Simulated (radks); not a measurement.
# Fractional charge and spin in the 4p shell of ruthenium

One table from this session's results is given with a row withheld; the runs are named, their logs left out.

Method: scalar-relativistic Kohn-Sham, PBEsol, spin-polarised, spherical densities, finite nucleus. Code: radks (a radial shooting solver on a logarithmic mesh, Libxc functionals) version 1.

## The system

- element: ruthenium (Z = 44)
- configuration: [Ar] 3d10 4s2 4d(up 2.5, down 2.5) 4p(up 3, down 3)
- nuclear rms radius: 4.4809 fm

A shell typed twice in an input gives spin up, then spin down.

The first run:

The run's settings:

```text
Z 44
configuration [Ar] 3d10 4s2 4d2.5 4d2.5 4p3 4p3
relativity scalar-relativistic
functional pbe_sol,pbe_sol
spin polarised
nucleus finite rms 4.4809 fm
c 137.035999084
```

Among the steps run: 4p: up 3, down 3.

One table of the session follows, with a row left open; its other results are not shown here.

It belongs to the step «4p: up 3, down 3». Radial moments (bohr):

| level | <r> | outermost maximum (interpolated) | 90 % within | nodes |
| --- | --- | --- | --- | --- |
| 2s | 0.1457 | 0.123 | 0.225 | 1 |
| 2p | 0.1270 | 0.0983 | 0.207 | 0 |
| 3s | 0.4029 | 0.362 | 0.594 | 2 |
| 3p | 0.4032 | 0.355 | 0.608 | 1 |
| 3d | 0.3841 | 0.301 | 0.611 | 0 |
| 4s | 1.010 | 0.912 | 1.47 | 3 |
| 4p | ? | ? | ? | ? |
| 4d | 1.437 | 1.17 | 2.22 | 1 |

Q: Estimate the row for 4p from the others.

The run gave: <r>: 1.109; outermost maximum (interpolated): 0.977; 90 % within: 1.63; nodes: 2. In the column «<r>» it lies between 4s (1.010) and 4d (1.437).
